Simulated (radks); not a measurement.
# Se⁴⁺ in [Ar] 3d10 4s2: an all-electron calculation

The task here is to estimate one member of a computed series from the others.

The numbers are computed with radks (a radial shooting solver on a logarithmic mesh, Libxc functionals) version 1 (Dirac Kohn-Sham, PBE, spin-unpolarised, spherical densities, finite nucleus), except any that are marked as measured or tabulated.

## Starting point

* element: selenium (Z = 34)
* charge: +4
* electrons: 30
* configuration: [Ar] 3d10 4s2
* nuclear rms radius: 4.14 fm

Outer shells as boxes (Hund's rule):

Se⁴⁺
```
[Ar] core
3d [↑↓][↑↓][↑↓][↑↓][↑↓]
4s [↑↓]
```

The first run:

The run's settings:

```text
Z 34
configuration [Ar] 3d10 4s2
relativity Dirac
functional pbe,pbe
spin unpolarised
j_filling energy
nucleus finite rms 4.14 fm
c 137.035999084
```

Launch:

```
$ python run_ks.py task.json out
```

The same process makes all the runs of this session.

One of the session's tables, all rows but one given; the rest of the session is left out.

It belongs to the step «Shells». Sizes of the orbitals, from the radial functions (bohr):

```
level      <r>  outermost maximum (interpolated)  90 % within  nodes
1s1/2  0.04408                            0.0288       0.0788      0
2s1/2        ?                                 ?            ?      ?
2p1/2   0.1685                             0.130        0.276      0
2p3/2   0.1723                             0.133        0.281      0
3s1/2   0.5734                             0.502        0.855      2
3p1/2   0.5814                             0.495        0.890      1
3p3/2   0.5918                             0.503        0.905      1
3d3/2   0.6212                             0.451         1.03      0
3d5/2   0.6252                             0.453         1.03      0
4s1/2    1.590                              1.42         2.31      3
```

Q: Estimate the row for 2s1/2 from the others.

As computed: <r>: 0.1957; outermost maximum (interpolated): 0.165; 90 % within: 0.303; nodes: 1. In the column «<r>» it lies between 2p3/2 (0.1723) and 3s1/2 (0.5734).
